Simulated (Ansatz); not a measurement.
Predict the output of the script below (the Ansatz DFT code, driven from Python).

`restart_na3bro.py`
```python
'''A run of Na3BrO that can be started again.'''

import ansatz
import numpy as np

FUNCTIONAL = 'r2SCAN'
CUTOFF_EV = 630
K_DENSITY = 3.1
SMEARING = 'Fixed'
TOLERANCE = 1e-06

vectors = np.array([
    [4.53313, 0.0, 0.0],
    [0.0, 4.53313, 0.0],
    [0.0, 0.0, 4.53313],
])
xtal = (
    ansatz.Lattice.of(vectors)
    .atom('Na', [0.0, 0.5, 0.5])
    .atom('Na', [0.5, 0.0, 0.5])
    .atom('Na', [0.5, 0.5, 0.0])
    .atom('Br', [0.0, 0.0, 0.0])
    .atom('O', [0.5, 0.5, 0.5])
)

calculation = (
    xtal.calculation()
    .functional(FUNCTIONAL)
    .basis(CUTOFF_EV, xc_grid=3)
    .kpoints(density=K_DENSITY)  # sampling of the Brillouin zone
    .occupations(SMEARING)
    .initial_density(normalization='cell')
    .scf(tolerance=TOLERANCE)
    .forces()  # eV per angstrom
    .checkpoint(write='state')
)
with ansatz.exiting_at_sigterm():
    result = calculation.run(resume=True)
print('returned:', type(result).__name__)
print(f'F = {result.report["free_energy_ev"]:.5f} eV, {result.report["n_iterations"]} iterations')
```

Output of `python restart_na3bro.py`:
```text
DeckWarning: scf.convergence.dr2_threshold = 1e-6 eV is looser than this run's default, which is 1e-7 eV or tighter. The error in the forces grows as the threshold's square root, so leave the key out unless less accurate forces are enough
returned: RunOutcome
F = -7832.48347 eV, 8 iterations
```
(Warnings from the package without file and line.)

`python restart_na3bro.py` gives:
```text
DeckWarning: scf.convergence.dr2_threshold = 1e-6 eV is looser than this run's default, which is 1e-7 eV or tighter. The error in the forces grows as the threshold's square root, so leave the key out unless less accurate forces are enough
returned: CompletedStep
F = -7832.48347 eV, 8 iterations
```
(Warnings from the package without file and line.)

Reading the output:
- The settings weren't tested for convergence.
- This cell is a computed structure, which may not be the phase found in nature.
- Finished in 2.6 s on 1 thread of AMD EPYC 9R45 96-Core Processor (Zen 5) (shared host), peak memory 0.56 GiB.

(Lines on the test bed's own set-up are left out of the output.)
